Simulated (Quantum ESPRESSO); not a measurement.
A run of Quantum ESPRESSO 7.5 is set up as follows.

Contents of pw.in:

```
&CONTROL
  calculation = 'scf'
  prefix = 'pwscf'
  outdir = './tmp'
  pseudo_dir = './pseudo'
  tprnfor = .true.
  tstress = .true.
  disk_io = 'low'
/
&SYSTEM
  ibrav = 0
  A = 3.67928871
  nat = 2
  ntyp = 2
  ecutwfc = 45
  ecutrho = 360
  nbnd = 14
  input_dft = 'XC-000I-000I-150L-130L-000I-000I'
  occupations = 'smearing'
  smearing = 'gaussian'
  degauss = 0.01469973
/
&ELECTRONS
  conv_thr = 4d-10
  electron_maxstep = 120
  mixing_beta = 0.5
/
ATOMIC_SPECIES
Mg    24.3050 mg_lda_v1.4.uspp.F.UPF
S     32.0600 s_lda_v1.4.uspp.F.UPF
CELL_PARAMETERS alat
   0.0000000000    0.7071067821    0.7071067821
   0.7071067821    0.0000000000    0.7071067821
   0.7071067821    0.7071067821    0.0000000000
ATOMIC_POSITIONS alat
Mg     0.7070397837    0.7075342281    1.4101865415
S      0.7071737804    0.7066793360    0.7111338047
K_POINTS automatic
9 9 9 0 0 0
```

File pp_density.in:

```
&INPUTPP
  prefix = 'pwscf'
  outdir = './tmp'
  filplot = 'density.dat'
  plot_num = 0
/
&PLOT
  nfile = 1
  filepp(1) = 'density.dat'
  iflag = 3
  output_format = 6
  fileout = 'density.cube'
/
```

Contents of pp_potential.in:

```
&INPUTPP
  prefix = 'pwscf'
  outdir = './tmp'
  filplot = 'potential.dat'
  plot_num = 11
/
&PLOT
  nfile = 1
  filepp(1) = 'potential.dat'
  iflag = 3
  output_format = 6
  fileout = 'potential.cube'
/
```

Potentials or basis: GBRV 1.5 LDA.

The run is started by

```sh
$ OMP_NUM_THREADS=1 pw.x -in pw.in > pw.out
$ OMP_NUM_THREADS=1 pp.x -in pp_density.in > pp_density.out
$ OMP_NUM_THREADS=1 pp.x -in pp_potential.in > pp_potential.out
```

Predict the band gap on the k mesh.

2.86 eV, indirect (least direct gap 3.57 eV).

What does it give for the pressure?

-2.0 GPa.

Stress tensor (GPa, compression positive):
```
-2.03  0.00  0.00
 0.00 -2.03  0.00
 0.00  0.00 -1.92
```

Caveat: the potentials were made for another functional, which shifts forces and pressure; SOGGA exchange is joined with the correlation of PBE here; an odd mesh through Γ misses points on the zone boundary, where band edges often lie.
